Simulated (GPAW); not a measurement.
NiMoIrPdW:

```xyz
5
Lattice="2.7608 0.0000 0.0000 -1.3804 2.3909 0.0000 0.0000 0.0000 11.3405" Properties=species:S:1:pos:R:3 pbc="T T T"
Ni    0.0000    0.0000    8.0423
Mo    1.3804    0.7970    3.3369
Pd    1.3804    0.7970   10.1952
Ir    0.0000    0.0000    1.2025
W     1.3804    0.7970    6.0015
```

The cell was built by a generator and needn't be a form met in nature.

Base run:

* Program: GPAW 26.7.0
* Functional: PBE
* Potentials or basis: GPAW PAW data sets (gpaw-data 1.2.1)
* Cutoff: 600 eV
* Basis: pw
* k mesh: 11 × 11 × 3
* Occupations: fermi-dirac, width 0.05 eV
* Spin: collinear spin, ferromagnetic start
* Starting moments: [1.0, 1.0, 0.0, 0.6, 0.0] μB

Its results: band gap on the k mesh none (metal or under the smearing width); net moment 0.00 μB per cell; largest force 0.250 eV/Å.

**Question.** The run is repeated on the same cell with these changes: functional from PBE to vdW-DF-cx; k mesh from 11 × 11 × 3 to 6 × 6 × 2. What comes out?

**Answer.** Band gap on the k mesh none (metal or under the smearing width); net moment 0.49 μB per cell; site moments Ni +0.28; Mo +0.01; Pd +0.05; Ir +0.09; W +0.04 μB; largest force 0.219 eV/Å.

Several settings changed at once, so the effect can't be laid on one alone.

Caveats: some runs use coarse meshes; the PAW data sets were made with another functional, which shifts forces and pressure a little (some runs).
